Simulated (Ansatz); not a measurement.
# AlGa2As3: one candidate of a structure search

Where does this trial cell of AlGa2As3 go when cell and atoms are let free, and does the end survive a random kick?

Computed with Ansatz 0.2.0 (DFT PBE, scalar-relativistic, plane waves, PAW, unless a step's input says otherwise).

## Step 1: The structure to begin with

The structure is tetragonal, space group I-4m2 (No. 119). The conventional cell has a = 4.059 Å, b = 4.059 Å, c = 17.215 Å, α = 90.00°, β = 90.00°, γ = 90.00°. Al (site symmetry -4m2) is surrounded by 4 As at 2.48 Å. Ga (site symmetry 2mm) is surrounded by 4 As at 2.49 Å. As (site symmetry -4m2) is surrounded by 4 Ga at 2.49 Å. As (site symmetry 2mm) is surrounded by 2 Al at 2.48 Å and 2 Ga at 2.49 Å.

Structure file:

```
Al Ga As
1.0
    -2.02969    2.02969    8.60749
     2.02969   -2.02969    8.60749
     2.02969    2.02969   -8.60749
Al Ga As
1 2 3
Direct
  0.00000 0.00000 0.00000
  0.66656 0.66656 0.00000
  0.33344 0.33344 0.00000
  0.25000 0.75000 0.50000
  0.91725 0.41725 0.50000
  0.58275 0.08275 0.50000
```

The start is the relaxed end of an invented cell (made as: elements ordered on the sites of the AlAs type, Al/Ga on Al (I-4m2, No. 119)), taken up again for a closer look.

## Step 2: Probe: one point on a coarse mesh

File input.yaml:

```yaml
crystal:
  lattice:
    - [-2.0296949, 2.0296949, 8.6074887]
    - [2.0296949, -2.0296949, 8.6074887]
    - [2.0296949, 2.0296949, -8.6074887]
  atoms:
    - { symbol: Al, position: [0.0, 0.0, 0.0] }
    - { symbol: Ga, position: [0.666559, 0.666559, 0.0] }
    - { symbol: Ga, position: [0.333441, 0.333441, 0.0] }
    - { symbol: As, position: [0.25, 0.75, 0.5] }
    - { symbol: As, position: [0.917248, 0.417248, 0.5] }
    - { symbol: As, position: [0.582752, 0.082752, 0.5] }
basis:
  ecutwfc: 420
kpoints:
  mp_grid: { grid: [6, 6, 6] }
hamiltonian:
  xc: pbe
scf:
  occupations: { method: gaussian, width: 0.1 }
  lower_state_search: "off"
output:
  forces: true
  stress: true
  eigenvalues: true
```

Started as:

```
$ ansatz run input.yaml --threads 4 --pin off --max-ram 8192MiB --backend cpu --events-out ev --progress --plain --runs-dir out
```

Further runs follow: final relaxation; reference for the kick test; kicked and relaxed without symmetry.

Before running it: what results should come out? Wanted: conventional cell; volume; energy over the elements; gap on the mesh.

As calculated:

| quantity | value |
| --- | --- |
| symmetry at the end (tolerance 0.02 Å) | space group I-4m2 (No. 119) |
| conventional cell | a = 4.059 Å, b = 4.059 Å, c = 17.215 Å, α = 90.00°, β = 90.00°, γ = 90.00° |
| volume | 23.64 Å³/atom |
| energy over the elements | -0.39 eV/atom |
| gap on the mesh | 0.64 eV |

The space group I-4m2 (No. 119) is kept, at nearly the size of the first guess. It lies below the elements, which doesn't yet make it stable: competing phases were not computed in this session. The kicked cell came back to the same energy, so the end is stable against the distortions that fit this cell and this draw; modes that don't fit the cell aren't tested.
